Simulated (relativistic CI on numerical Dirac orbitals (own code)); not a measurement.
**Ions of antimony: ground levels and radial parameters**

Each member is run with a single configuration, to see the trend of ground level, magnetic moment, spin-orbit coupling and shell size.

Program: relativistic CI on numerical Dirac orbitals (own code) version 3. Level of theory: Dirac-Coulomb-Breit CI, KLI orbitals optimised for each configuration, model QED (radiative potential, 1s self-energy scaled to tabulated hydrogen-like ionisation energies), valence Slater integrals scaled by 0.9. These are calculated values, not measurements, unless marked.

### 1 The atom as given

| Property | Result |
| --- | --- |
| members | Sb⁴⁰⁺ [Ne] 3s, Sb⁴²⁺ [He] 2s2 2p5, Sb⁴³⁺ [He] 2s2 2p4, Sb⁴⁴⁺ [He] 2s2 2p3, Sb⁴⁵⁺ [He] 2s2 2p2, Sb⁴⁶⁺ [He] 2s2 2p |
| Slater scale | 0.9 |

### 2 Sb⁴⁰⁺, [Ne] 3s

Input settings:

```ini
atom Sb  Z=51  charge=40  electrons=11
nucleus A=121  rms_radius_fm=4.6802
hamiltonian dirac-coulomb  breit=on  qed=on  c_scale=1
orbitals kli  potential=per-configuration
slater_scale 0.9
correlation none
mixing on
configurations
  [Ne] 3s
end
```

Launch:

```bash
python run_levels.py task.json out
```

task.json lists these runs, among others, and the program works through them in turn.

### 3 Sb⁴²⁺, [He] 2s2 2p5

Changes to the settings of step 2:

```diff
@@ -1,2 +1,2 @@
-atom Sb  Z=51  charge=40  electrons=11
+atom Sb  Z=51  charge=42  electrons=9
 nucleus A=121  rms_radius_fm=4.6802
@@ -8,3 +8,3 @@
 configurations
-  [Ne] 3s
+  [He] 2s2 2p5
 end
```

### 4 Sb⁴³⁺, [He] 2s2 2p4

Input settings:

```ini
atom Sb  Z=51  charge=43  electrons=8
nucleus A=121  rms_radius_fm=4.6802
hamiltonian dirac-coulomb  breit=on  qed=on  c_scale=1
orbitals kli  potential=per-configuration
slater_scale 0.9
correlation none
mixing on
configurations
  [He] 2s2 2p4
end
```

### 5 Sb⁴⁴⁺, [He] 2s2 2p3

Input settings:

```ini
atom Sb  Z=51  charge=44  electrons=7
nucleus A=121  rms_radius_fm=4.6802
hamiltonian dirac-coulomb  breit=on  qed=on  c_scale=1
orbitals kli  potential=per-configuration
slater_scale 0.9
correlation none
mixing on
configurations
  [He] 2s2 2p3
end
```

### 6 Sb⁴⁵⁺, [He] 2s2 2p2

Input settings:

```ini
atom Sb  Z=51  charge=45  electrons=6
nucleus A=121  rms_radius_fm=4.6802
hamiltonian dirac-coulomb  breit=on  qed=on  c_scale=1
orbitals kli  potential=per-configuration
slater_scale 0.9
correlation none
mixing on
configurations
  [He] 2s2 2p2
end
```

### 7 Sb⁴⁶⁺, [He] 2s2 2p

Input settings:

```ini
atom Sb  Z=51  charge=46  electrons=5
nucleus A=121  rms_radius_fm=4.6802
hamiltonian dirac-coulomb  breit=on  qed=on  c_scale=1
orbitals kli  potential=per-configuration
slater_scale 0.9
correlation none
mixing on
configurations
  [He] 2s2 2p
end
```

(Steps that only read results are left out.)

Before running it: what results should come out? Wanted: lowest levels; largest moment; <r>, first and last.

As calculated:

| quantity | value |
| --- | --- |
| lowest levels | Sb⁴⁰⁺ 2S1/2, Sb⁴²⁺ 2P°3/2, Sb⁴³⁺ 3P2, Sb⁴⁴⁺ 2P°3/2 + 4S°, Sb⁴⁵⁺ 3P0, Sb⁴⁶⁺ 2P°1/2 |
| largest moment | 3.28 μB (Sb⁴³⁺) |
| <r>, first and last | 3s 0.289, 2p 0.1000 bohr |

What this shows: The open shell changes along the series (3s, 2p), so ζ and <r> compare only within one shell. The largest moment belongs to Sb⁴³⁺. For Sb⁴⁴⁺ the LS label holds under 70 % of the lowest level: spin-orbit coupling mixes terms.
